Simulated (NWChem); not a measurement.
**wB97X/6-31G run of C4H8O (butyraldehyde)**

Aim: the electronic atomisation energy of C4H8O (butyraldehyde) at wB97X/6-31G, from 4 runs. 

The results are computed with NWChem 7.3.0.

## 1. The system as given

The species is C4H8O (13 atoms), meant as a singlet with charge 0. As SMILES, `CCCC=O`. The shape is that of a PBE0-D4/def2-TZVP optimisation. This is one conformer, not always the lowest.

Bond lengths: C1–C2 1.520 Å, C2–C3 1.518 Å, C3–C4 1.499 Å, C4–O5 1.201 Å, C1–H6 1.092 Å, C1–H7 1.094 Å, C1–H8 1.091 Å, C2–H9 1.094 Å, C2–H10 1.094 Å, C3–H11 1.099 Å, C3–H12 1.099 Å, C4–H13 1.113 Å. Some angles: C1–C2–C3 113.0°, C2–C3–C4 115.1°, C3–C4–O5 125.2°, C1–C2–H9 109.7°, C1–C2–H10 109.6°, C3–C2–H9 108.7°, C3–C2–H10 108.7°, C2–C1–H6 111.1°, C2–C1–H7 111.1°, C2–C1–H8 111.1°.

## 2. A single-point energy at wB97X/6-31G (run 1)

File c4h8o.nw:

```
start c4h8o
title "C4H8O"
memory total 2200 mb
charge 0

geometry units angstrom noautosym nocenter noautoz
C     -1.358800     0.247600     0.768800
C      0.157400     0.343500     0.817500
C      0.841700    -0.545800    -0.204400
C      0.730100    -0.083300    -1.626300
O      0.239700     0.954200    -1.979300
H     -1.817000     0.888100     1.525300
H     -1.694400    -0.776900     0.955600
H     -1.740200     0.557700    -0.205500
H      0.513100     0.070500     1.815300
H      0.465500     1.378500     0.645000
H      0.464500    -1.576800    -0.164500
H      1.919000    -0.637400    -0.005700
H      1.164600    -0.781200    -2.376600
end

basis spherical bse
C library 6-31G
O library 6-31G
H library 6-31G
end

dft
xc wb97x
mult 1
grid fine
convergence energy 1e-08
iterations 100
mulliken
noprint "final vectors analysis"
end

task dft
```

Command:

```sh
$ nwchem c4h8o.nw > c4h8o.out
```

Log:

```text
[...]
          Wavefunction type:  closed shell.
          No. of atoms     :    13
          No. of electrons :    40
[...]
          Charge           :     0
          Spin multiplicity:     1
[...]
          AO basis - number of functions:    61
[...]
              XC Information
              --------------
                       wb97x  Method XC Functional
                     Hartree-Fock (Exact) Exchange  1.000
                         wb97x Exchange Functional  1.000
                      wb97x Correlation Functional  1.000
[...]
 d= 0,ls=0.0,diis     1   -232.1966072226 -4.09D+02  2.63D-02  9.53D-01     3.9
[...]
 d= 0,ls=0.0,diis    10   -232.3241915771 -7.50D-09  3.45D-06  6.12D-09    36.5
         Total DFT energy =     -232.324191577069
      One electron energy =     -662.848857839459
           Coulomb energy =      287.298953087370
    Exchange-Corr. energy =      -33.216367982159
 Nuclear repulsion energy =      176.442081157179
[...]
      Total Density - Mulliken Population Analysis
     ---------------------------------------------
    Atom       Charge   Shell Charges
 -----------   ------   -------------------------------------------------------
    1 C    6     6.45   2.00  0.65  2.14  0.66  1.01
    2 C    6     6.28   2.00  0.65  2.12  0.64  0.88
    3 C    6     6.38   2.00  0.65  2.14  0.66  0.94
    4 C    6     5.79   2.00  0.74  2.01  0.45  0.60
    5 O    8     8.36   2.00  0.93  2.87  1.00  1.57
    6 H    1     0.85   0.53  0.31
    7 H    1     0.86   0.53  0.33
    8 H    1     0.83   0.53  0.30
    9 H    1     0.85   0.54  0.32
   10 H    1     0.83   0.53  0.30
[...]
```

It took 37 s on 1 thread of AMD EPYC 7R43 (Zen 3), shared host; peak memory 0.11 GiB.

## 3. The C atom at the same level (run 2)

File test.nw:

```
start test
memory total 2200 mb
geometry units angstroms noautosym nocenter noautoz
   C     0.000000    0.000000    0.000000
end
basis spherical bse
   C library 6-31G
end
dft
   xc wb97x
   mult 3
   grid fine
   convergence energy 1e-08
   iterations 100
   mulliken
   noprint "final vectors analysis"
end
task dft
```

Command:

```sh
$ nwchem test.nw > test.out
```

Log:

```text
[...]
          Wavefunction type:  spin polarized.
          No. of atoms     :     1
          No. of electrons :     6
[...]
          Charge           :     0
          Spin multiplicity:     3
[...]
          AO basis - number of functions:     9
[...]
              XC Information
              --------------
                       wb97x  Method XC Functional
                     Hartree-Fock (Exact) Exchange  1.000
                         wb97x Exchange Functional  1.000
                      wb97x Correlation Functional  1.000
[...]
 d= 0,ls=0.0,diis     1    -37.8032885320 -3.78D+01  3.11D-02  5.40D-02     0.1
[...]
 d= 0,ls=0.0,diis     6    -37.8319757604 -4.84D-09  4.11D-07  2.87D-12     0.4
[...]
         Total DFT energy =      -37.831975760367
      One electron energy =      -50.488003090178
           Coulomb energy =       17.890722424459
    Exchange-Corr. energy =       -5.234695094649
 Nuclear repulsion energy =        0.000000000000
[...]
      Total Density - Mulliken Population Analysis
     ---------------------------------------------
    Atom       Charge   Shell Charges
 -----------   ------   -------------------------------------------------------
    1 C    6     6.00   2.00  0.84  1.23  1.17  0.77
     --------------------------------------------
      Spin Density - Mulliken Population Analysis
     --------------------------------------------
    Atom       Charge   Shell Charges
 -----------   ------   -------------------------------------------------------
    1 C    6     2.00  -0.00  0.09  1.23 -0.09  0.77
[...]
      <S2> =      2.0026 (Exact =     2.0000)
[...]
```

Wall time 1.1 s (1 thread of AMD EPYC 7R43 (Zen 3), shared host); peak memory 0.096 GiB.

Run 3 isn't shown in full; the table further down has it.

## 4. The O atom at the same level (run 4)

File o.nw:

```
START o
memory total 2200 mb

GEOMETRY units angstroms noautosym nocenter noautoz
   O        0.000000       0.000000       0.000000
END

BASIS spherical bse
   * library 6-31G
END

DFT
   xc wb97x
   mult 3
   grid fine
   convergence energy 1e-08
   maxiter 100
   mulliken
   noprint "final vectors analysis"
END

TASK dft energy
```

Run the same way, it converges to -75.04047 Eh (log not shown).

## 5. The series

| run | level | partner | energy (Eh) | wall time |
| --- | --- | --- | --- | --- |
| 1 | wB97X/6-31G | base | -232.324192 | 37 s |
| 2 | U-wB97X/6-31G | atoms | -37.831976 | 1.1 s |
| 3 | U-wB97X/6-31G | atoms | -0.499321 | 0.81 s |
| 4 | U-wB97X/6-31G | atoms | -75.040467 | 1.1 s |

## 6. Outcome

Level: wB97X/6-31G.

```
                     quantity         value
         O atom: total energy  -75.04047 Eh
                 O atom: ⟨S²⟩         2.002
electronic atomisation energy     53.368 eV
```

**Reading.** Taking the molecule apart into free atoms costs 53.37 eV (1231 kcal/mol), before zero-point energy and without spin-orbit coupling. The basis has no polarisation functions, which makes bonds too weak. All runs together took 40 s, the longest 37 s.
